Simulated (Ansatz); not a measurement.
**UPBE0/6-31G(d) (spherical functions) run of CH4ClGeO (SMILES [CH3][Ge]([OH])[Cl])**

Aim: the vertical ionisation energy of CH4ClGeO at UPBE0/6-31G* (spherical functions), from 2 runs. 

The calculation is run with Ansatz 0.2.0.

122 further runs of the same task are left out: 122 set aside as unsound or not needed.

**1. Starting point**

The species is CH4ClGeO (8 atoms), meant as a doublet with charge 0. As SMILES, `[CH3][Ge]([OH])[Cl]`. The coordinates come from a PBE0-D4/def2-TZVP relaxation. This is one conformer, not always the lowest.

Bond lengths: C1–Ge2 1.958 Å, Ge2–O3 1.780 Å, Ge2–Cl4 2.184 Å, C1–H5 1.090 Å, C1–H6 1.092 Å, C1–H7 1.089 Å, O3–H8 0.961 Å. Angles: C1–Ge2–O3 104.8°, C1–Ge2–Cl4 109.0°, O3–Ge2–Cl4 106.9°, Ge2–C1–H5 109.2°, Ge2–C1–H6 107.2°, Ge2–C1–H7 109.9°, Ge2–O3–H8 113.2°, H5–C1–H6 110.0°, H5–C1–H7 110.2°, H6–C1–H7 110.2°.

**2. The energy at UPBE0/6-31G(d) (spherical functions)**

Contents of input.yaml:

```yaml
basis:
  gaussian:
    orbitals: 6-31G_st_-spherical.json
crystal:
  periodic: [false, false, false]
  atoms:
    - symbol: C
      position_ang: [0.070000, 1.235100, -0.045900]
    - symbol: Ge
      position_ang: [-0.661500, -0.553500, 0.272700]
    - symbol: O
      position_ang: [0.714600, -1.504600, 0.880000]
    - symbol: Cl
      position_ang: [-1.247100, -1.432100, -1.639400]
    - symbol: H
      position_ang: [0.419500, 1.652400, 0.898100]
    - symbol: H
      position_ang: [0.906900, 1.122600, -0.737600]
    - symbol: H
      position_ang: [-0.694800, 1.876200, -0.480900]
    - symbol: H
      position_ang: [0.584600, -2.453200, 0.797100]
accuracy: high
output:
  orbitals: {seedname: orbitals}
hamiltonian:
  xc: {name: PBE0}
magnetization:
  spin_polarized: true
  initial_magnetization: 1
```

The basis set 6-31G* is read from a file made from the Basis Set Exchange's data (not shown).

On the command line:

```sh
$ ansatz run input.yaml --threads 1 --pin off --max-ram 3480MiB --events-out events.jsonl --progress --plain --runs-dir runs
```

Output:

```text
Warning: RAYON_NUM_THREADS=1 ignored (pool sized by the plan → 1); use --threads N
Functional definition: PBE0
  name "PBE0"
  parameter a = 0.25
  parameter kappa = 0.804
  parameter beta = 0.06672455060314922
  exchange = (1 - a)*pbe_x(kappa = kappa, mu = beta*pi^2/3) + a*exact_x
  correlation = pbe_c(beta = beta)
1884 factors; integrals over basis functions are off by at most 7.8e-9 eV
mean field evaluation 1: about -72160.9449 eV, gradient 4.2e1 eV
mean field evaluation 2: about -72144.8704 eV, gradient 7.4e1 eV
mean field evaluation 4: about -72167.9986 eV, gradient 3.4e0 eV
mean field evaluation 8: about -72168.0688 eV, gradient 6.0e-2 eV
mean field evaluation 16: about -72168.0688 eV, gradient 9.4e-5 eV
mean field -72168.06880310 eV, -2652.1276112400 hartree, gradient 2.2e-8 eV, S^2 0.752497; 0 other end points of the search recorded, 0 dependent functions left out
reference -72168.06880560 eV, -2652.1276113318 hartree; 34, 33 occupied and 52, 53 virtual orbitals, 1884 factors
Total energy: -72168.06880560 eV, -2652.1276113318 hartree
```

It took 17 s on 1 thread of Arm Neoverse V2, shared host; peak memory 0.48 GiB.

**3. The singlet cation, same level**

Contents of job.yaml:

```yaml
crystal:
  periodic: [false, false, false]
  atoms:
    - {symbol: C, position_ang: [0.070000, 1.235100, -0.045900]}
    - {symbol: Ge, position_ang: [-0.661500, -0.553500, 0.272700]}
    - {symbol: O, position_ang: [0.714600, -1.504600, 0.880000]}
    - {symbol: Cl, position_ang: [-1.247100, -1.432100, -1.639400]}
    - {symbol: H, position_ang: [0.419500, 1.652400, 0.898100]}
    - {symbol: H, position_ang: [0.906900, 1.122600, -0.737600]}
    - {symbol: H, position_ang: [-0.694800, 1.876200, -0.480900]}
    - {symbol: H, position_ang: [0.584600, -2.453200, 0.797100]}
basis:
  gaussian: {orbitals: 6-31G_st_-spherical.json}
total_charge: 1
hamiltonian: {xc: pbe0}
accuracy: high
output: {orbitals: {seedname: orbitals}}
```

The basis set 6-31G* is read from a file made from the Basis Set Exchange's data (not shown).

On the command line:

```sh
$ ansatz run job.yaml --threads 1 --pin off --max-ram 3480MiB --events-out events.jsonl --progress --plain --runs-dir runs
```

Output, cut to the lines that bear on the results:

```text
Warning: RAYON_NUM_THREADS=1 ignored (pool sized by the plan → 1); use --threads N
[... 7 set-up lines as earlier in the session ...]
1882 factors; integrals over basis functions are off by at most 7.8e-9 eV
mean field evaluation 1: about -72145.3903 eV, gradient 8.2e1 eV
mean field evaluation 2: about -72079.6974 eV, gradient 1.7e2 eV
mean field evaluation 4: about -72158.9814 eV, gradient 1.4e1 eV
mean field evaluation 8: about -72159.4819 eV, gradient 5.8e-1 eV
mean field evaluation 16: about -72159.6588 eV, gradient 3.2e-4 eV
mean field -72159.65875887 eV, -2651.8185478151 hartree, gradient 3.5e-8 eV, S^2 0.000000; 0 other end points of the search recorded, 0 dependent functions left out
reference -72159.65876134 eV, -2651.8185479060 hartree; 33, 33 occupied and 53, 53 virtual orbitals, 1882 factors
Total energy: -72159.65876134 eV, -2651.8185479060 hartree
```

Wall time 10 s (1 thread of Arm Neoverse V2, shared host); peak memory 0.32 GiB.

**4. Results**

Level: UPBE0/6-31G* (spherical functions).

| quantity | value |
| --- | --- |
| doublet CH4ClGeO: total energy | -2652.12761 Eh |
| doublet CH4ClGeO: HOMO energy (highest over α and β) | -6.24 eV |
| doublet CH4ClGeO: LUMO energy (lowest over α and β) | -3.01 eV |
| doublet CH4ClGeO: ⟨S²⟩ | 0.752 |
| singlet cation: total energy | -2651.81855 Eh |
| singlet cation: HOMO energy | -14.65 eV |
| singlet cation: LUMO energy | -10.49 eV |
| singlet cation: HOMO–LUMO gap | 4.15 eV |
| vertical ionisation energy (to the singlet cation) | 8.410 eV |

In words: Removing an electron at fixed nuclei costs 8.41 eV (194 kcal/mol). Only the singlet of the ionised species was computed; a triplet could lie lower.
